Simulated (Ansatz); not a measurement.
# AlClH7NSi: the cost of one run

All numbers below are computed with Ansatz 0.2.0 (RKS PBE0-D4/6-31G*).

1 further run of the same task is left out (it didn't finish).

**1. The system as given**

Bond lengths: Al1–Cl2 2.580 Å, Al1–H3 1.560 Å, Al1–N4 1.920 Å, N4–H5 1.060 Å, N4–H6 1.060 Å, Al1–Si7 2.620 Å, Si7–H8 1.460 Å, Si7–H9 1.460 Å, Si7–H10 1.460 Å, Cl2–H11 1.537 Å, Si7–H11 1.636 Å. Angles (14 of 21 angles, heavy atoms first): Cl2–Al1–N4 120.0°, Cl2–Al1–Si7 71.6°, N4–Al1–Si7 92.8°, Al1–Cl2–H11 71.8°, Cl2–Al1–H3 120.0°, H3–Al1–N4 120.0°, H3–Al1–Si7 105.4°, Al1–N4–H5 120.0°, Al1–N4–H6 120.0°, Al1–Si7–H8 109.5°, Al1–Si7–H9 109.5°, Al1–Si7–H10 109.5°, Al1–Si7–H11 69.5°, Cl2–H11–Si7 147.0°.

Coordinates:

```xyz
11

Al    0.0000    0.0000    0.0000
Cl    0.0000    0.0000    2.5800
H     1.3510    0.0000   -0.7800
N    -1.6627    0.0000   -0.9600
H    -2.3316   -0.8164   -0.8614
H    -1.9118    0.8164   -1.5886
Si   -0.3277    2.4647    0.8261
H    -1.6846    2.9060    0.5168
H    -0.1132    2.5276    2.2689
H     0.6318    3.3357    0.1537
H    -0.1925    1.4478    2.1004
```

**2. Pulling towards end A**

Springs on the bonds that form and break draw the guess towards this end; the thresholds are loose.

input.yaml

```yaml
crystal:
  periodic: [false, false, false]
  atoms:
    - { symbol: Al, position_ang: [0.0, 0.0, 0.0] }
    - { symbol: Cl, position_ang: [0.0, 0.0, 2.58] }
    - { symbol: H, position_ang: [1.351, 0.0, -0.78] }
    - { symbol: "N", position_ang: [-1.6627, 0.0, -0.96] }
    - { symbol: H, position_ang: [-2.3316, -0.8164, -0.8614] }
    - { symbol: H, position_ang: [-1.9118, 0.8164, -1.5886] }
    - { symbol: Si, position_ang: [-0.3277, 2.4647, 0.8261] }
    - { symbol: H, position_ang: [-1.6846, 2.906, 0.5168] }
    - { symbol: H, position_ang: [-0.1132, 2.5276, 2.2689] }
    - { symbol: H, position_ang: [0.6318, 3.3357, 0.1537] }
    - { symbol: H, position_ang: [-0.1925, 1.4478, 2.1004] }
basis:
  gaussian: { orbitals: "6-31G*" }
hamiltonian:
  xc: pbe0
  dispersion: d4
relax:
  f_tol: 0.15
  max_steps: 25
  restrain:
    - { distance: [0, 6], at: 3.52, k: 30.0 }
    - { distance: [10, 1], at: 2.57, k: 30.0 }
    - { distance: [0, 1], at: 2.23, k: 30.0 }
    - { distance: [10, 6], at: 1.46, k: 30.0 }
```

The run is started by

```console
$ ansatz run input.yaml --threads 2 --pin off --max-ram 3072MiB --backend cpu --events-out ev --progress --plain --runs-dir out
```

**Question.** How long does this run take on 2 threads of Arm Neoverse N1, shared host, and how much memory does it need?

About 65 s, with a peak of 0.18 GiB.
